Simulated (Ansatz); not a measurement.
**SiBH6NO: small, medium and large basis sets**

Aim: see how fast density functionals converge with the basis set for SiBH6NO.

The runs use Ansatz 0.2.0, Gaussian basis; one geometry, several basis sets.

Plan: PBE0-D4/def2-SVP; ωB97M-V/def2-SVP; PBE0-D4/def2-QZVPP; ωB97M-V/def2-QZVPP; the functionals' def2-TZVPP values are taken from earlier runs.

### 1 The relaxed structure

All runs share one geometry, relaxed beforehand with PBE0-D4 in a triple-zeta def2 set.

SMILES `BN[SiH2]O`, 10 atoms, charge 0, spin multiplicity 1.

Atoms are counted from 1 here; the program's logs count them from 0.

Bond lengths: B1–N2 1.400 Å, B1–H5 1.198 Å, B1–H6 1.198 Å, N2–Si3 1.740 Å, N2–H7 1.012 Å, Si3–O4 1.642 Å, Si3–H8 1.479 Å, Si3–H9 1.481 Å, O4–H10 0.958 Å. Angles: N2–B1–H5 118.8°, N2–B1–H6 119.9°, H5–B1–H6 121.3°, B1–N2–Si3 126.5°, B1–N2–H7 116.8°, Si3–N2–H7 116.7°, N2–Si3–O4 112.8°, N2–Si3–H8 109.7°, N2–Si3–H9 105.6°, O4–Si3–H8 103.9°, O4–Si3–H9 112.1°, H8–Si3–H9 112.9°, Si3–O4–H10 117.8°.

### 2 PBE0-D4 in def2-SVP

The input, in.yaml:

```yaml
crystal:
  periodic: [false, false, false]
  atoms:
    - {symbol: B, position_ang: [-0.176364, 1.733788, 0.070324]}
    - {symbol: N, position_ang: [-0.073891, 0.466163, 0.655923]}
    - {symbol: Si, position_ang: [-0.285050, -1.064414, -0.144897]}
    - {symbol: O, position_ang: [1.112112, -1.920364, -0.258079]}
    - {symbol: H, position_ang: [-0.429192, 1.811769, -1.098167]}
    - {symbol: H, position_ang: [-0.008079, 2.714632, 0.736930]}
    - {symbol: H, position_ang: [0.146844, 0.436731, 1.642625]}
    - {symbol: H, position_ang: [-1.169194, -1.931715, 0.664386]}
    - {symbol: H, position_ang: [-0.852957, -0.744276, -1.475059]}
    - {symbol: H, position_ang: [1.819072, -1.553615, -0.791187]}
basis:
  gaussian: {orbitals: def2-SVP}
hamiltonian: {xc: pbe0, dispersion: d4}
output: {orbitals: {seedname: orbitals}}
```

Started as:

```bash
ansatz run in.yaml --threads 2 --pin off --events-out ev --progress --plain --max-ram 4352MiB
```

The runs that follow: ωB97M-V in def2-SVP; PBE0-D4 in def2-QZVPP; ωB97M-V in def2-QZVPP.

**Question.** What will the summary of the whole plan be? Wanted: PBE0-D4: double and triple zeta above quadruple; ωB97M-V: double and triple zeta above quadruple.

**Answer**, as computed:

```
                                       quantity          value
PBE0-D4: double and triple zeta above quadruple  8.69, 0.54 eV
ωB97M-V: double and triple zeta above quadruple  8.86, 0.51 eV
```

What this shows: PBE0-D4 gains 8.14 eV from double to triple zeta, then 0.54 eV more. Total energies overstate the basis error of differences, where much of it tends to cancel. The LUMO of ωB97M-V is positive and keeps falling with the basis (2.04 to 1.28 eV): an unbound level that the basis holds in place.
